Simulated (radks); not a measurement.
# Pb⁶⁶⁺ in [Ne] 3s2 3p4: an all-electron calculation

One table from this session's results is given with a row withheld; the runs are named, their logs left out.

Method: non-relativistic Kohn-Sham, AM05, spin-polarised, spherical densities, point nucleus; open shells are filled with parallel spins first. Code: radks (a radial shooting solver on a logarithmic mesh, Libxc functionals) version 1.

## The system

| Property | Result |
| --- | --- |
| element | lead (Z = 82) |
| charge | +66 |
| electrons | 16 |
| configuration | [Ne] 3s2 3p4 |

The outer shells:

Pb⁶⁶⁺
```
[Ne] core
3s [↑↓]
3p [↑↓][↑ ][↑ ]
```

The first run:

Input:

```text
Z 82
configuration [Ne] 3s2 3p4
relativity non-relativistic
functional am05,am05
spin polarised
nucleus point
```

Started as:

```bash
$ python run_ks.py task.json out
```

This one command runs every case of the session in turn.

One of the session's tables, all rows but one given; the rest of the session is left out.

It belongs to the step «Orbitals and density». Sizes of the orbitals, from the radial functions (bohr):

```
  level      <r>  outermost maximum (interpolated)  90 % within  nodes
  1s up  0.01846                            0.0123       0.0328      0
1s down  0.01846                            0.0123       0.0328      0
  2s up  0.07675                            0.0662        0.117      1
2s down  0.07672                            0.0662        0.117      1
  2p up        ?                                 ?            ?      ?
2p down  0.06476                            0.0513        0.104      0
  3s up   0.1803                             0.172        0.260      2
3s down   0.1805                             0.172        0.261      2
  3p up   0.1698                             0.161        0.250      1
3p down   0.1700                             0.161        0.251      1
```

**Question.** Estimate the row for 2p up.

The run gave: <r>: 0.06477; outermost maximum (interpolated): 0.0512; 90 % within: 0.104; nodes: 0. In the column «<r>» it lies between 2p down (0.06476) and 2s down (0.07672).

Caveats from the session: Relativity is left out here, which matters for elements this heavy. Open shells are spherical and high-spin; term and fine-structure splittings are not resolved.
